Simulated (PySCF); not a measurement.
# H₇NP₂Si: electronic excitations at several levels of theory

Aim: compute the electronic excitations of H₇NP₂Si (`N[SiH](P)P`) at several levels, and see how far they spread and what each costs.

Computed with PySCF 2.14.0, with density-fitted response routines of our own, on a single molecule in the gas phase. Atoms are numbered from 0 throughout.

## (1) The starting structure

11 atoms, charge 0, multiplicity 1; geometry from: GFN2-xTB. The atoms were then displaced at random by about 0.01 Å, so the start is not that level's minimum.

Bonds of the start (Å): N0–Si1 1.74, Si1–P2 2.24, Si1–P3 2.25, N0–H4 1.02, N0–H5 0.97, Si1–H6 1.47, P2–H7 1.38, P2–H8 1.40, P3–H9 1.42, P3–H10 1.38.

## (2) Relaxing the molecule at PBE0-D3(BJ)/def2-SVP

Job settings and geometry (Å):

```
{"job": {"xc": "PBE0", "basis": "def2-SVP", "d3": "d3bj", "grid": 1, "shake": 0.01, "kind": "geom"}, "charge": 0, "multiplicity": 1}
N     -0.395990    -1.353940     0.858430
Si    -0.076540    -0.275770    -0.464910
P      2.152650    -0.088740    -0.403840
P     -1.188190     1.656950    -0.201900
H     -1.373320    -1.532360     1.099170
H      0.167440    -2.125740     1.014140
H     -0.440720    -0.774240    -1.799180
H      2.279330     0.495070    -1.652310
H      2.192810     1.151320     0.251020
H     -2.400010     1.005600     0.145440
H     -0.879360     1.816030     1.138280
```

On the command line:

```bash
OMP_NUM_THREADS=1 python probes_run.py task.json out
```

The driver reads the jobs from task.json and runs them one after another.

The program printed:

```text
step   0  E = -1030.39990900  max force = 0.040052
step   1  E = -1030.40543884  max force = 0.010332
step   2  E = -1030.40585466  max force = 0.002689
step   3  E = -1030.40590908  max force = 0.000630
step   4  E = -1030.40594825  max force = 0.001772
step   5  E = -1030.40599127  max force = 0.001910
step   6  E = -1030.40602800  max force = 0.001040
step   7  E = -1030.40605348  max force = 0.000261
step   8  E = -1030.40606302  max force = 0.000404
optimisation converged
```

It took 57 s on 1 thread of Arm Neoverse N1, shared host; peak memory 0.43 GiB.

Step by step:

```csv
step,energy from step 0 (eV),largest force component (eV/Å)
0,0.0000,2.0596
1,-0.1505,0.5313
2,-0.1618,0.1383
3,-0.1633,0.0324
4,-0.1643,0.0911
5,-0.1655,0.0982
6,-0.1665,0.0535
7,-0.1672,0.0134
8,-0.1675,0.0208
```

Close pairs (by a distance rule), those that changed most:

```csv
bond,before (Å),after (Å),change (Å)
N0–H5,0.968,1.016,+0.047
P3–H10,1.384,1.430,+0.045
P2–H7,1.384,1.428,+0.044
Si1–H6,1.470,1.503,+0.033
P2–H8,1.403,1.429,+0.026
Si1–P2,2.238,2.262,+0.024
Si1–P3,2.245,2.263,+0.018
P3–H9,1.419,1.432,+0.013
```

The end geometry stands in the next job.

```csv
at the end point,value
point group (found at 0.08 Å tolerance),C1
"rotational constants (GHz, main isotopes)","4.094, 2.003, 1.481"
dipole moment (D),2.00
```

## (3) Excited states and response: PBE0/def2-TZVP

Job settings and geometry (Å):

```
{"job": {"kind": "uv", "xc": "PBE0", "basis": "def2-TZVP"}, "charge": 0, "multiplicity": 1}
N     -0.541974    -1.230811     0.997154
Si    -0.223179    -0.304593    -0.430528
P      2.025760    -0.081035    -0.524755
P     -1.279026     1.695223    -0.349712
H     -1.496619    -1.341563     1.321617
H      0.000163    -2.071624     1.172236
H     -0.628527    -0.919464    -1.740918
H      1.978814     0.731952    -1.698379
H      2.062662     1.030577     0.372103
H     -2.575440     1.120834    -0.149671
H     -1.031437     1.848363     1.049845
```

Method: TDDFT PBE0/def2-TZVP, vertical, gas phase, core orbitals frozen in the response.

The program printed:

```text
coarse grid: 10280 points
cycle   1  E = -1030.7711728635  dE =  1.568e-02  |g| = 4.224e-01  |ddm| = 2.337e+00
cycle   2  E = -1030.7406459742  dE =  3.053e-02  |g| = 5.651e-01  |ddm| = 6.690e-01
cycle   3  E = -1030.8083705675  dE = -6.772e-02  |g| = 5.883e-02  |ddm| = 4.106e-01
cycle   4  E = -1030.8091787295  dE = -8.082e-04  |g| = 1.981e-02  |ddm| = 7.056e-02
cycle   5  E = -1030.8092843487  dE = -1.056e-04  |g| = 3.664e-03  |ddm| = 2.202e-02
cycle   6  E = -1030.8092872686  dE = -2.920e-06  |g| = 1.274e-03  |ddm| = 4.527e-03
final grid: 84376 points
cycle   7  E = -1030.8045574779  dE = -2.456e-05  |g| = 6.927e-03  |ddm| = 2.331e-02
cycle   8  E = -1030.8045504059  dE =  7.072e-06  |g| = 8.871e-03  |ddm| = 1.044e-02
cycle   9  E = -1030.8045665842  dE = -1.618e-05  |g| = 1.075e-03  |ddm| = 5.959e-03
cycle  10  E = -1030.8045668214  dE = -2.372e-07  |g| = 1.192e-04  |ddm| = 9.177e-04
cycle  11  E = -1030.8045668254  dE = -3.955e-09  |g| = 5.548e-05  |ddm| = 1.731e-04
cycle  12  E = -1030.8045668263  dE = -9.554e-10  |g| = 1.364e-05  |ddm| = 6.195e-05
converged SCF energy = -1030.8045668263

Static polarisability (au): isotropic 88.480, principal 74.838 84.082 106.521

Singlet excitations
state   eV       nm        f      main configurations
  1   6.1314    202.2   0.00278   H-1->L 0.56, H-1->L+1 0.19, H->L 0.10
  2   6.1999    200.0   0.01923   H->L+2 0.31, H->L 0.30, H->L+1 0.19
  3   6.2650    197.9   0.01628   H->L+2 0.40, H->L 0.33, H-1->L+1 0.14
  4   6.4121    193.4   0.01089   H-1->L+1 0.31, H->L+1 0.18, H-1->L 0.16
  5   6.4983    190.8   0.03707   H->L+1 0.40, H-1->L+1 0.28, H-1->L+2 0.12
  6   6.6513    186.4   0.11167   H-1->L+2 0.47, H->L+1 0.10, H->L+2 0.10
  7   6.8176    181.9   0.03284   H->L+3 0.45, H-1->L+3 0.40
  8   6.9265    179.0   0.06671   H->L+3 0.35, H-2->L 0.24, H-1->L+3 0.19
  9   7.0071    176.9   0.07287   H-2->L 0.53, H-1->L+3 0.16, H-2->L+1 0.10
 10   7.1125    174.3   0.12297   H-2->L+1 0.54, H-2->L+2 0.18

Triplet excitations (Tamm-Dancoff, eV): 5.3036 5.4468 5.5194 5.5699
```

It took 32 s on 1 thread of Arm Neoverse N1, shared host; peak memory 0.79 GiB.

Frontier orbitals and where they lie:

```csv
orbital,eV,atoms
HOMO−3,-9.20,"P2 35 %, Si1 25 %, N0 15 %"
HOMO−2,-7.98,"P3 41 %, N0 29 %, Si1 10 %"
HOMO−1,-7.33,"P2 35 %, N0 30 %, Si1 14 %"
HOMO,-7.27,"P3 42 %, P2 30 %, Si1 16 %"
LUMO,0.14,"P2 32 %, Si1 24 %, P3 13 %"
LUMO+1,0.28,"P2 27 %, P3 25 %, Si1 24 %"
LUMO+2,0.35,"P3 37 %, Si1 19 %, H9 10 %"
```

With each of the 10 states as a Gaussian band of 0.4 eV half-width at 1/e, the curve within the window shown has maxima at 180 nm (ε 14,000) L/(mol cm). Beyond the last state computed it falls off for lack of states. The curve at chosen wavelengths:

(nm, ε (L/mol/cm)): (167, 4786), (169, 6882), (171, 9089), (174, 12006), (176, 13359), (178, 14109), (180, 14264), (183, 13580), (185, 12690), (187, 11589), (189, 10372), (192, 8489), (194, 7274), (196, 6133), (198, 5092), (201, 3741), (203, 2985), (205, 2343), (207, 1806), (210, 1181), (212, 868), (214, 625), (216, 441), (219, 252), (221, 169), (223, 111)

Ground-state properties from the same run:

```csv
property,computed
dipole moment (D),1.79
polarisability (Å³),13.11
HOMO–LUMO gap (eV),7.41
−ε(HOMO) (eV),7.27
```

## (4) TDDFT and polarisability: PBE0/aug-cc-pVDZ

The job, as its differences from that of step 3:

```diff
@@ -1,2 +1,2 @@
-{"job": {"kind": "uv", "xc": "PBE0", "basis": "def2-TZVP"}, "charge": 0, "multiplicity": 1}
+{"job": {"kind": "uv", "xc": "PBE0", "basis": "aug-cc-pVDZ"}, "charge": 0, "multiplicity": 1}
 N     -0.541974    -1.230811     0.997154
```

Method: TDDFT PBE0/aug-cc-pVDZ, vertical, gas phase, core orbitals frozen in the response.

The program printed:

```text
coarse grid: 10280 points
cycle   1  E = -1030.7051485037  dE =  6.725e-02  |g| = 3.888e-01  |ddm| = 6.337e+00
cycle   2  E = -1030.6734214159  dE =  3.173e-02  |g| = 5.431e-01  |ddm| = 1.450e+00
cycle   3  E = -1030.7403934745  dE = -6.697e-02  |g| = 4.894e-02  |ddm| = 7.931e-01
cycle   4  E = -1030.7410849212  dE = -6.914e-04  |g| = 1.553e-02  |ddm| = 1.513e-01
cycle   5  E = -1030.7411705526  dE = -8.563e-05  |g| = 3.214e-03  |ddm| = 4.799e-02
cycle   6  E = -1030.7411738678  dE = -3.315e-06  |g| = 1.038e-03  |ddm| = 9.807e-03
final grid: 84376 points
cycle   7  E = -1030.7576129128  dE = -1.254e-05  |g| = 5.750e-03  |ddm| = 9.648e-02
cycle   8  E = -1030.7576046343  dE =  8.278e-06  |g| = 8.421e-03  |ddm| = 2.286e-02
cycle   9  E = -1030.7576210892  dE = -1.645e-05  |g| = 5.457e-04  |ddm| = 1.273e-02
cycle  10  E = -1030.7576211858  dE = -9.657e-08  |g| = 7.366e-05  |ddm| = 1.626e-03
cycle  11  E = -1030.7576211874  dE = -1.632e-09  |g| = 3.466e-05  |ddm| = 2.773e-04
cycle  12  E = -1030.7576211878  dE = -4.216e-10  |g| = 7.239e-06  |ddm| = 9.986e-05
converged SCF energy = -1030.7576211878

Static polarisability (au): isotropic 96.171, principal 81.767 92.505 114.240

Singlet excitations
state   eV       nm        f      main configurations
  1   5.7655    215.0   0.01757   H-1->L 0.48, H->L 0.42
  2   5.9231    209.3   0.03519   H->L 0.51, H-1->L 0.42
  3   6.1585    201.3   0.01453   H-1->L+1 0.68, H-1->L+2 0.08
  4   6.1740    200.8   0.02606   H->L+2 0.58, H->L+3 0.19
  5   6.2999    196.8   0.02977   H->L+1 0.61, H-1->L+1 0.08
  6   6.3202    196.2   0.04028   H->L+3 0.51, H->L+2 0.15, H-2->L 0.12
  7   6.4528    192.1   0.06800   H-1->L+3 0.58, H->L+1 0.15, H-1->L+2 0.13
  8   6.5445    189.4   0.16915   H-2->L 0.32, H->L+4 0.17, H-1->L+2 0.15
  9   6.6222    187.2   0.10664   H-1->L+2 0.43, H-2->L 0.24, H-1->L+3 0.20
 10   6.7246    184.4   0.02030   H->L+4 0.32, H-1->L+4 0.25, H->L+5 0.17

Triplet excitations (Tamm-Dancoff, eV): 5.3154 5.4773 5.5343 5.5794
```

Wall time 30 s (1 thread of Arm Neoverse N1, shared host); peak memory 0.77 GiB.

Key values: HOMO -7.29 eV, LUMO -0.43 eV; lowest singlet 5.77 eV.

## (5) Excited states and response: PBE0/def2-TZVPD

The job, as its differences from that of step 4:

```diff
@@ -1,2 +1,2 @@
-{"job": {"kind": "uv", "xc": "PBE0", "basis": "aug-cc-pVDZ"}, "charge": 0, "multiplicity": 1}
+{"job": {"kind": "uv", "xc": "PBE0", "basis": "def2-TZVPD"}, "charge": 0, "multiplicity": 1}
 N     -0.541974    -1.230811     0.997154
```

Level: TDDFT PBE0/def2-TZVPD, vertical, gas phase, core orbitals frozen in the response.

The program printed:

```text
coarse grid: 10280 points
cycle   1  E = -1030.7733915264  dE =  1.429e-02  |g| = 4.208e-01  |ddm| = 2.479e+00
cycle   2  E = -1030.7407917472  dE =  3.260e-02  |g| = 5.709e-01  |ddm| = 6.536e-01
cycle   3  E = -1030.8102854716  dE = -6.949e-02  |g| = 6.051e-02  |ddm| = 3.685e-01
cycle   4  E = -1030.8111354074  dE = -8.499e-04  |g| = 2.066e-02  |ddm| = 7.473e-02
cycle   5  E = -1030.8112511240  dE = -1.157e-04  |g| = 3.804e-03  |ddm| = 2.426e-02
cycle   6  E = -1030.8112543178  dE = -3.194e-06  |g| = 1.392e-03  |ddm| = 5.517e-03
final grid: 84376 points
cycle   7  E = -1030.8065079684  dE = -2.697e-05  |g| = 7.010e-03  |ddm| = 5.485e-02
cycle   8  E = -1030.8065006070  dE =  7.361e-06  |g| = 9.006e-03  |ddm| = 1.187e-02
cycle   9  E = -1030.8065173883  dE = -1.678e-05  |g| = 1.127e-03  |ddm| = 6.168e-03
cycle  10  E = -1030.8065176510  dE = -2.627e-07  |g| = 1.324e-04  |ddm| = 9.689e-04
cycle  11  E = -1030.8065176558  dE = -4.774e-09  |g| = 6.301e-05  |ddm| = 1.993e-04
cycle  12  E = -1030.8065176570  dE = -1.238e-09  |g| = 1.501e-05  |ddm| = 7.115e-05
cycle  13  E = -1030.8065176571  dE = -7.140e-11  |g| = 3.513e-06  |ddm| = 1.882e-05
converged SCF energy = -1030.8065176571

Static polarisability (au): isotropic 95.578, principal 81.161 91.853 113.721

Singlet excitations
state   eV       nm        f      main configurations
  1   5.9153    209.6   0.00972   H-1->L 0.68, H->L 0.17
  2   6.0301    205.6   0.02490   H->L 0.72, H-1->L 0.12
  3   6.0931    203.5   0.01447   H->L+2 0.44, H->L+1 0.35, H-1->L+2 0.08
  4   6.1496    201.6   0.01021   H-1->L+1 0.55, H->L+1 0.24, H-1->L 0.11
  5   6.3405    195.5   0.04047   H-1->L+2 0.28, H->L+1 0.28, H-1->L+1 0.16
  6   6.4645    191.8   0.04977   H->L+3 0.41, H-1->L+2 0.35, H->L+2 0.09
  7   6.4923    191.0   0.08143   H-1->L+3 0.46, H->L+3 0.18, H->L+2 0.11
  8   6.6680    185.9   0.13924   H-2->L 0.38, H->L+3 0.25, H->L+4 0.12
  9   6.7584    183.5   0.13602   H-1->L+3 0.36, H-2->L 0.33
 10   6.8951    179.8   0.05512   H->L+5 0.31, H-2->L+2 0.30, H-2->L+1 0.17

Triplet excitations (Tamm-Dancoff, eV): 5.2215 5.3807 5.4523 5.5027
```

Run time: 49 s. Hardware: 1 thread of Arm Neoverse N1, shared host; peak memory 0.89 GiB.

In short: HOMO -7.30 eV, LUMO -0.23 eV; lowest singlet 5.92 eV.

## (6) TDDFT and polarisability: PBE0/6-31+G*

The job, as its differences from that of step 5:

```diff
@@ -1,2 +1,2 @@
-{"job": {"kind": "uv", "xc": "PBE0", "basis": "def2-TZVPD"}, "charge": 0, "multiplicity": 1}
+{"job": {"kind": "uv", "xc": "PBE0", "basis": "6-31+G*"}, "charge": 0, "multiplicity": 1}
 N     -0.541974    -1.230811     0.997154
```

With the program's defaults for keys left out, this is: TDDFT PBE0/6-31+G*, vertical, gas phase, core orbitals frozen in the response.

The program printed:

```text
coarse grid: 10280 points
cycle   1  E = -1030.7053135470  dE =  5.179e-02  |g| = 3.850e-01  |ddm| = 3.149e+00
cycle   2  E = -1030.6776894586  dE =  2.762e-02  |g| = 5.264e-01  |ddm| = 9.550e-01
cycle   3  E = -1030.7413816090  dE = -6.369e-02  |g| = 4.964e-02  |ddm| = 5.598e-01
cycle   4  E = -1030.7421020024  dE = -7.204e-04  |g| = 1.365e-02  |ddm| = 1.237e-01
cycle   5  E = -1030.7421693686  dE = -6.737e-05  |g| = 3.079e-03  |ddm| = 3.233e-02
cycle   6  E = -1030.7421724442  dE = -3.076e-06  |g| = 9.211e-04  |ddm| = 7.841e-03
final grid: 84376 points
cycle   7  E = -1030.6823047335  dE = -9.587e-06  |g| = 6.163e-03  |ddm| = 3.269e-02
cycle   8  E = -1030.6822959471  dE =  8.786e-06  |g| = 8.879e-03  |ddm| = 1.598e-02
cycle   9  E = -1030.6823146548  dE = -1.871e-05  |g| = 6.302e-04  |ddm| = 8.801e-03
cycle  10  E = -1030.6823147868  dE = -1.320e-07  |g| = 6.017e-05  |ddm| = 1.246e-03
cycle  11  E = -1030.6823147879  dE = -1.039e-09  |g| = 2.392e-05  |ddm| = 1.810e-04
cycle  12  E = -1030.6823147880  dE = -1.933e-10  |g| = 5.006e-06  |ddm| = 8.036e-05
converged SCF energy = -1030.6823147880

Static polarisability (au): isotropic 86.287, principal 74.080 81.745 103.037

Singlet excitations
state   eV       nm        f      main configurations
  1   5.8812    210.8   0.01298   H-1->L 0.82
  2   6.0440    205.1   0.03316   H->L 0.86, H-1->L 0.08
  3   6.2566    198.2   0.02491   H-1->L+1 0.49, H-1->L+2 0.22, H->L+1 0.15
  4   6.3182    196.2   0.03206   H->L+2 0.67, H-1->L+2 0.18
  5   6.4087    193.5   0.04781   H->L+1 0.42, H-1->L+1 0.31
  6   6.4758    191.5   0.04326   H->L+3 0.39, H-1->L+3 0.36, H-2->L 0.15
  7   6.5641    188.9   0.18133   H-1->L+2 0.26, H->L+1 0.25, H-1->L+3 0.23
  8   6.6918    185.3   0.11443   H-2->L 0.35, H->L+3 0.29, H->L+4 0.11
  9   6.7580    183.5   0.11347   H-2->L 0.32, H-1->L+3 0.30, H-1->L+2 0.17
 10   6.9578    178.2   0.01504   H-2->L+1 0.23, H->L+4 0.20, H-1->L+5 0.19

Triplet excitations (Tamm-Dancoff, eV): 5.3339 5.4916 5.6185 5.6553
```

Wall time 15 s (1 thread of Arm Neoverse N1, shared host); peak memory 0.53 GiB.

Key values: HOMO -7.33 eV, LUMO -0.27 eV; lowest singlet 5.88 eV.

## (7) Side by side: electronic excitations

Excitations and ground-state properties, with basis size and wall time:

```csv
run,lowest singlet (eV),brightest (eV),f,gap (eV),α (Å³),μ (D),functions,time
PBE0/def2-TZVP,6.13,7.11,0.123,7.41,13.11,1.79,184,32 s
PBE0/aug-cc-pVDZ,5.77,6.54,0.169,6.86,14.25,1.69,167,30 s
PBE0/def2-TZVPD,5.92,6.67,0.139,7.07,14.16,1.69,229,49 s
PBE0/6-31+G*,5.88,6.56,0.181,7.06,12.79,1.89,98,15 s
```

## (8) Summary of results

| quantity | value |
| --- | --- |
| point group | C1 |
| rotational constants (main isotopes) | 4.09, 2.00, 1.48 GHz |
| lowest singlet (PBE0/def2-TZVP) | 6.13 eV (202 nm), f = 0.003 |
| brightest single state of those computed | state 10, 7.11 eV, f = 0.123 |
| lowest triplet | 5.30 eV |
| range of the lowest singlet | 5.77 to 6.13 eV |

What this shows: Single values in the summary come from the first run of each kind that ended normally (PBE0/def2-TZVP), which need not be the best level. The optimisation took 8 steps and gained 0.167 eV; among the close pairs (by a distance rule), N0–H5 changed most, from 0.968 to 1.016 Å. No frequency check was run at this level, so the end point may be a saddle. The lowest singlet, at 6.13 eV, is HOMO−1→LUMO 0.56, HOMO−1→LUMO+1 0.19 and is weak; of the 10 states computed, the strongest absorption comes from state 10 at 7.11 eV (the last computed, so partners may be missing). The lowest triplet lies 0.83 eV below the lowest singlet (triplets in Tamm-Dancoff, singlets in full TDDFT). The basis of PBE0/def2-TZVP has no diffuse functions, so Rydberg states are missing and the high states are unreliable. The lowest singlet runs from 5.77 eV (PBE0/aug-cc-pVDZ) to 6.13 eV (PBE0/def2-TZVP), while the orbital gap spans 6.86 to 7.41 eV. The lowest state need not be the same one in every run.
